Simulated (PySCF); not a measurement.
# The bond of TeC, level by level

An exercise on one series of results from a longer session: the logs are not shown, and one member is left open.

The runs use PySCF 2.14.0; Te aug-cc-pVDZ-PP with ECP28, C aug-cc-pVDZ, scalar-relativistic core potentials.

The first run:

Settings of the job:

```
atoms                         : Te, C
charge                        : 0
basis                         : Te aug-cc-pVDZ-PP with ECP28, C aug-cc-pVDZ
Hamiltonian                   : scalar-relativistic core potentials
basis functions               : 55
electrons treated             : 30
masses in u                   : 129.9062, 12.0000
levels                        : PBE0, PBE, r²SCAN, r²SCAN0, r²SCANh, TPSS, LC-ωPBE, HF, MP2, SCS-MP2, CCSD, CCSD(T)
grid                          : 80 radial by 434 angular points
occupations                   : held fixed by the projection of orbital angular momentum
dissociation limit            : Te + C, each in its ground configuration
starting distance in angstrom : 2.030
values of 2S to try           : 0, 2, 4
```

Command:

```bash
$ OMP_NUM_THREADS=1 python dia.py task.json out
```

Among the steps run: Set-up; The PBE0 curve of the state that the search chose; Other states along the same grid; PBE (GGA); r²SCAN (meta-GGA); r²SCAN0 (hybrid meta-GGA); r²SCANh; TPSS (meta-GGA); LC-ωPBE; RHF (mean field); Correlated methods on the Hartree–Fock reference.

One table of the session follows, with a row left open; its other results are not shown here.

It belongs to the step «The curves together». Energy (eV) from each level's lowest point:

```
R (Å)    RHF  RHF-MP2  RHF-SCS-MP2  RHF-CCSD  RHF-CCSD(T)
1.632  1.621    1.857        1.856       n/a          n/a
1.708  0.674    0.855        0.853     0.849        0.956
1.784  0.175    0.287        0.286     0.284        0.354
1.841  0.017    0.074        0.073     0.073        0.111
1.898  0.000    0.000        0.000     0.000        0.004
1.955  0.091    0.035        0.036     0.033        0.000
2.031      ?        ?            ?         ?            ?
2.126  0.779    0.604        0.600     0.546        0.381
2.240  1.416    1.264        1.245     1.076        0.804
2.392  2.308    2.451        2.378       n/a          n/a
```

Q: Estimate the row for R (Å) = 2.031 from the others.

Worked estimate for «RHF». A straight line through the neighbours (1.955, 0.091) and (2.126, 0.779) gives 0.091 + (0.779 − 0.091) × (2.031 − 1.955) / (2.126 − 1.955) = 0.397; a parabola fitted to 4 rows on both sides gives 0.354.

The run gave: RHF: 0.338; RHF-MP2: 0.215; RHF-SCS-MP2: 0.215; RHF-CCSD: 0.201; RHF-CCSD(T): 0.113. In «RHF» the line misses by +0.059 and the parabola by +0.016.
